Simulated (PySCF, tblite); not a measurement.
# C₃H₁₂Si₂: a rotation path, then NMR shifts on frames, part 2 of 2

tblite 0.8.0 and PySCF 2.14.0. Atoms count from 0. Earlier steps stand in the parts before.

### Step 5. Shielding tensors: image 4, PBE0/pcSseg-1

The job: settings as JSON, then the geometry in Å.

```
{"job": {"kind": "nmr", "xc": "PBE0", "basis": "pcSseg-1", "pop": false}, "charge": 0, "multiplicity": 1}
C     -2.841700     0.042500    -0.455700
Si    -1.544400    -0.328100     0.878800
C      0.120600     0.466200     0.375600
C      1.260300    -0.543900     0.227100
Si     2.912100     0.278000    -0.227400
H     -3.808300    -0.373300    -0.188800
H     -2.552800    -0.382400    -1.414100
H     -2.971800     1.112900    -0.592000
H     -1.977900     0.220300     2.173100
H     -1.383400    -1.784100     1.009800
H      0.410400     1.211100     1.118900
H      0.007500     1.007300    -0.566500
H      0.993700    -1.279200    -0.535200
H      1.374700    -1.099400     1.160400
H      2.790000     0.945800    -1.526700
H      3.259200     1.276700     0.787500
H      3.944800    -0.758400    -0.286400
```

Level: GIAO PBE0/pcSseg-1 NMR shielding, non-relativistic, gas phase.

Output:

```text
coarse grid: 13952 points
cycle   1  E = -700.0091014218  dE = -2.328e-02  |g| = 4.386e-01  |ddm| = 3.440e+00
cycle   2  E = -699.9889666073  dE =  2.013e-02  |g| = 5.138e-01  |ddm| = 8.047e-01
cycle   3  E = -700.0588737453  dE = -6.991e-02  |g| = 3.439e-02  |ddm| = 4.749e-01
cycle   4  E = -700.0591273597  dE = -2.536e-04  |g| = 1.716e-02  |ddm| = 5.042e-02
cycle   5  E = -700.0592009397  dE = -7.358e-05  |g| = 4.141e-03  |ddm| = 1.792e-02
cycle   6  E = -700.0592053550  dE = -4.415e-06  |g| = 4.801e-04  |ddm| = 4.258e-03
final grid: 121944 points
cycle   7  E = -700.0872030967  dE = -2.306e-05  |g| = 7.027e-03  |ddm| = 2.023e-02
cycle   8  E = -700.0871961627  dE =  6.934e-06  |g| = 8.650e-03  |ddm| = 1.306e-02
cycle   9  E = -700.0872157745  dE = -1.961e-05  |g| = 3.991e-04  |ddm| = 7.562e-03
cycle  10  E = -700.0872158035  dE = -2.900e-08  |g| = 1.631e-04  |ddm| = 4.825e-04
cycle  11  E = -700.0872158104  dE = -6.848e-09  |g| = 2.884e-05  |ddm| = 1.515e-04
cycle  12  E = -700.0872158105  dE = -1.871e-10  |g| = 4.998e-06  |ddm| = 3.521e-05
converged SCF energy = -700.0872158105

GIAO shielding tensors (ppm)
atom      isotropic    diamagn.    paramagn.     s11        s22        s33       span
  0 C      192.436     252.551     -60.115    186.465    190.116    200.727     14.262
  1 Si     381.148     880.926    -499.778    334.331    382.298    426.815     92.484
  2 C      177.704     254.646     -76.942    167.045    173.197    192.870     25.825
  3 C      177.379     250.804     -73.425    170.857    172.788    188.492     17.635
  4 Si     416.163     879.494    -463.331    380.754    397.386    470.350     89.596
  5 H       31.616      27.970       3.647     26.779     28.028     40.042     13.264
  6 H       31.439      31.814      -0.375     26.986     29.648     37.684     10.698
  7 H       31.589      30.665       0.924     27.107     29.272     38.387     11.281
  8 H       27.337      29.827      -2.490     23.763     25.853     32.396      8.632
  9 H       27.709      30.341      -2.632     24.225     27.107     31.796      7.571
 10 H       30.796      33.640      -2.845     25.441     30.713     36.233     10.792
 11 H       31.194      35.180      -3.986     25.888     31.480     36.213     10.325
 12 H       30.896      32.662      -1.766     25.630     30.645     36.414     10.783
 13 H       30.939      31.707      -0.767     25.529     30.403     36.886     11.358
 14 H       27.973      29.105      -1.132     24.694     26.432     32.793      8.098
 15 H       28.008      28.987      -0.979     24.773     26.384     32.866      8.093
 16 H       27.707      28.345      -0.638     24.162     25.317     33.643      9.481
```

Wall time 43 s (1 thread, shared host).

This run: δ C3 9.5, C2 9.2, C0 -5.5, Si1 -32.0, H8 4.38, H16 4.01 ppm.

### Step 6. Nuclear shieldings: image 6, PBE0/pcSseg-1

The job: settings as JSON, then the geometry in Å.

```
{"job": {"kind": "nmr", "xc": "PBE0", "basis": "pcSseg-1", "pop": false}, "charge": 0, "multiplicity": 1}
C     -2.676500    -0.156300    -0.541300
Si    -1.574500    -0.177200     1.004200
C      0.137300     0.548200     0.568100
C      1.147700    -0.501000     0.099100
Si     2.847500     0.252000    -0.295200
H     -3.667900    -0.540000    -0.320800
H     -2.255700    -0.767300    -1.336100
H     -2.795200     0.853700    -0.925700
H     -2.186500     0.634800     2.066700
H     -1.418600    -1.559500     1.481400
H      0.548500     1.063700     1.437700
H      0.028200     1.306700    -0.210600
H      0.758300    -1.015400    -0.782300
H      1.261400    -1.262800     0.873800
H      2.718000     1.216600    -1.391600
H      3.363700     0.946200     0.888000
H      3.757300    -0.830400    -0.676900
```

Method: GIAO PBE0/pcSseg-1 NMR shielding, non-relativistic, gas phase.

Output:

```text
coarse grid: 13952 points
cycle   1  E = -700.0098237239  dE = -2.387e-02  |g| = 4.389e-01  |ddm| = 3.441e+00
cycle   2  E = -699.9886322410  dE =  2.119e-02  |g| = 5.177e-01  |ddm| = 8.084e-01
cycle   3  E = -700.0596031043  dE = -7.097e-02  |g| = 3.588e-02  |ddm| = 4.818e-01
cycle   4  E = -700.0598897716  dE = -2.867e-04  |g| = 1.679e-02  |ddm| = 5.243e-02
cycle   5  E = -700.0599593193  dE = -6.955e-05  |g| = 4.378e-03  |ddm| = 1.792e-02
cycle   6  E = -700.0599642697  dE = -4.950e-06  |g| = 5.141e-04  |ddm| = 4.444e-03
final grid: 121944 points
cycle   7  E = -700.0885276188  dE = -2.188e-05  |g| = 7.055e-03  |ddm| = 1.952e-02
cycle   8  E = -700.0885204012  dE =  7.218e-06  |g| = 8.754e-03  |ddm| = 1.359e-02
cycle   9  E = -700.0885404657  dE = -2.006e-05  |g| = 4.012e-04  |ddm| = 7.619e-03
cycle  10  E = -700.0885404950  dE = -2.933e-08  |g| = 1.613e-04  |ddm| = 5.007e-04
cycle  11  E = -700.0885405016  dE = -6.612e-09  |g| = 3.273e-05  |ddm| = 1.537e-04
cycle  12  E = -700.0885405019  dE = -2.547e-10  |g| = 5.329e-06  |ddm| = 4.173e-05
converged SCF energy = -700.0885405019

GIAO shielding tensors (ppm)
atom      isotropic    diamagn.    paramagn.     s11        s22        s33       span
  0 C      193.985     252.838     -58.853    186.912    193.570    201.473     14.561
  1 Si     383.570     880.703    -497.134    345.105    380.830    424.774     79.669
  2 C      176.571     254.022     -77.451    168.371    173.462    187.879     19.508
  3 C      178.846     251.631     -72.785    168.409    177.757    190.371     21.962
  4 Si     415.546     879.602    -464.055    379.914    396.507    470.218     90.304
  5 H       31.588      28.078       3.510     26.791     27.993     39.981     13.190
  6 H       31.367      32.170      -0.803     26.634     29.910     37.558     10.925
  7 H       31.658      30.917       0.740     27.066     29.225     38.682     11.616
  8 H       27.347      29.544      -2.197     23.589     25.694     32.757      9.168
  9 H       27.696      30.104      -2.408     24.356     26.564     32.169      7.813
 10 H       30.870      33.124      -2.255     25.216     30.631     36.762     11.546
 11 H       31.182      34.542      -3.360     26.483     30.898     36.166      9.684
 12 H       30.893      33.310      -2.418     25.414     31.052     36.213     10.800
 13 H       30.982      32.127      -1.145     25.569     30.303     37.073     11.503
 14 H       27.950      29.113      -1.163     24.641     26.402     32.806      8.165
 15 H       27.971      28.977      -1.006     24.738     26.313     32.862      8.124
 16 H       27.672      28.434      -0.762     24.089     25.309     33.619      9.530
```

Run time: 44 s. Hardware: 1 thread, shared host.

Key values: δ C2 10.4, C3 8.1, C0 -7.1, Si1 -34.4, H8 4.37, H16 4.04 ppm.

### Step 7. NMR shieldings: image 8, PBE0/pcSseg-1

The job: settings as JSON, then the geometry in Å.

```
{"job": {"kind": "nmr", "xc": "PBE0", "basis": "pcSseg-1", "pop": false}, "charge": 0, "multiplicity": 1}
C     -2.498300    -0.376900    -0.566100
Si    -1.608100    -0.020300     1.073000
C      0.159400     0.606100     0.731900
C      1.021300    -0.404300    -0.027800
Si     2.784800     0.227800    -0.351300
H     -3.517800    -0.706800    -0.391000
H     -1.997500    -1.156400    -1.133800
H     -2.544300     0.508200    -1.194900
H     -2.345900     1.003500     1.825700
H     -1.536800    -1.253300     1.870400
H      0.644800     0.847200     1.679500
H      0.120500     1.539900     0.167000
H      0.540800    -0.645200    -0.978100
H      1.061100    -1.337100     0.538900
H      2.722400     1.443300    -1.167300
H      3.437000     0.536600     0.923600
H      3.549600    -0.800400    -1.061100
```

With the program's defaults for keys left out, this is: GIAO PBE0/pcSseg-1 NMR shielding, non-relativistic, gas phase.

Output:

```text
coarse grid: 13952 points
cycle   1  E = -700.0115821724  dE = -2.116e-02  |g| = 4.378e-01  |ddm| = 3.442e+00
cycle   2  E = -699.9901975840  dE =  2.138e-02  |g| = 5.174e-01  |ddm| = 8.037e-01
cycle   3  E = -700.0609844004  dE = -7.079e-02  |g| = 3.717e-02  |ddm| = 4.830e-01
cycle   4  E = -700.0613007584  dE = -3.164e-04  |g| = 1.653e-02  |ddm| = 5.447e-02
cycle   5  E = -700.0613674766  dE = -6.672e-05  |g| = 4.548e-03  |ddm| = 1.783e-02
cycle   6  E = -700.0613728410  dE = -5.364e-06  |g| = 5.044e-04  |ddm| = 4.598e-03
final grid: 121944 points
cycle   7  E = -700.0901093652  dE = -2.250e-05  |g| = 7.337e-03  |ddm| = 1.972e-02
cycle   8  E = -700.0901016252  dE =  7.740e-06  |g| = 9.071e-03  |ddm| = 1.388e-02
cycle   9  E = -700.0901231312  dE = -2.151e-05  |g| = 4.395e-04  |ddm| = 7.934e-03
cycle  10  E = -700.0901231706  dE = -3.939e-08  |g| = 1.577e-04  |ddm| = 5.645e-04
cycle  11  E = -700.0901231768  dE = -6.250e-09  |g| = 3.485e-05  |ddm| = 1.521e-04
cycle  12  E = -700.0901231771  dE = -2.983e-10  |g| = 5.719e-06  |ddm| = 4.344e-05
converged SCF energy = -700.0901231771

GIAO shielding tensors (ppm)
atom      isotropic    diamagn.    paramagn.     s11        s22        s33       span
  0 C      195.989     253.231     -57.242    189.230    196.049    202.688     13.458
  1 Si     388.736     880.534    -491.798    352.191    387.003    427.013     74.822
  2 C      176.352     253.393     -77.040    168.023    175.163    185.870     17.847
  3 C      181.407     252.878     -71.472    170.869    180.930    192.422     21.553
  4 Si     415.529     879.685    -464.156    383.023    393.046    470.518     87.495
  5 H       31.579      28.219       3.360     26.831     27.967     39.940     13.109
  6 H       31.351      32.404      -1.053     26.284     30.268     37.501     11.217
  7 H       31.767      31.385       0.382     27.158     29.206     38.938     11.780
  8 H       27.405      29.283      -1.878     23.636     25.528     33.052      9.417
  9 H       27.641      29.795      -2.154     24.156     26.065     32.701      8.545
 10 H       30.975      32.533      -1.559     25.534     30.279     37.112     11.578
 11 H       31.123      33.656      -2.533     26.372     30.345     36.652     10.280
 12 H       30.966      34.193      -3.227     24.846     31.611     36.441     11.595
 13 H       31.099      32.684      -1.585     25.785     30.332     37.180     11.395
 14 H       27.948      29.136      -1.189     24.651     26.355     32.837      8.186
 15 H       27.938      28.939      -1.001     24.665     26.216     32.933      8.268
 16 H       27.662      28.549      -0.887     24.040     25.345     33.603      9.562
```

Wall time 46 s (1 thread, shared host).

In short: δ C2 10.6, C3 5.5, C0 -9.1, Si1 -39.6, H8 4.31, H9 4.08 ppm.

### Step 8. Side by side: NMR shifts

Shifts (ppm) of some atoms, chosen among heavy atoms and hydrogens apart, with basis size and wall time:

| frame | C2 | C3 | C0 | H8 | H6 | Si1 | Si4 | functions | time |
| --- | --- | --- | --- | --- | --- | --- | --- | --- | --- |
| image 0 | 11.8 | 6.2 | -6.2 | 4.11 | 0.13 | -36.0 | -66.7 | 159 | 63 s |
| image 2 | 10.7 | 8.0 | -5.7 | 4.28 | 0.19 | -34.3 | -66.9 | 159 | 45 s |
| image 4 | 9.2 | 9.5 | -5.5 | 4.38 | 0.28 | -32.0 | -67.0 | 159 | 43 s |
| image 6 | 10.4 | 8.1 | -7.1 | 4.37 | 0.35 | -34.4 | -66.4 | 159 | 44 s |
| image 8 | 10.6 | 5.5 | -9.1 | 4.31 | 0.37 | -39.6 | -66.4 | 159 | 46 s |

### Step 9. Summary of results

What follows sums up all 2 parts.

| quantity | value |
| --- | --- |
| barrier | 0.055 eV (1.3 kcal/mol) at image 4 |
| end to end (GFN2-xTB) | 0.011 eV |
| 13C shifts against TMS (PBE0/pcSseg-1, image 0) | 11.8, 6.2, -6.2 ppm |
| 1H shifts against TMS (PBE0/pcSseg-1, image 0) | 4.11, 4.11, 4.04, 3.78, 3.75, 0.73, 0.73, 0.70, 0.69, 0.13, 0.13, 0.11 ppm |
| 29Si shifts against TMS (PBE0/pcSseg-1, image 0) | -36.0, -66.7 ppm |
| surface potential, 1st and 99th percentile | -0.11 V and 0.82 V |
| range of the shift of Si1 | -39.6 to -32.0 ppm |

Along the band the dihedral turns by 120°, and the top (dihedral 240°) lies 1.3 kcal/mol above the start (GFN2-xTB, rough), so at room temperature this motion is fast. Ends this close can change order at a higher level. The top was not checked by a frequency run. Shifts at one fixed geometry are not the observed spectrum, which averages over the motion. In ppm, Si1 moves most: its shift spreads over 7.6 ppm, from -39.6 (image 8) to -32.0 (image 4).
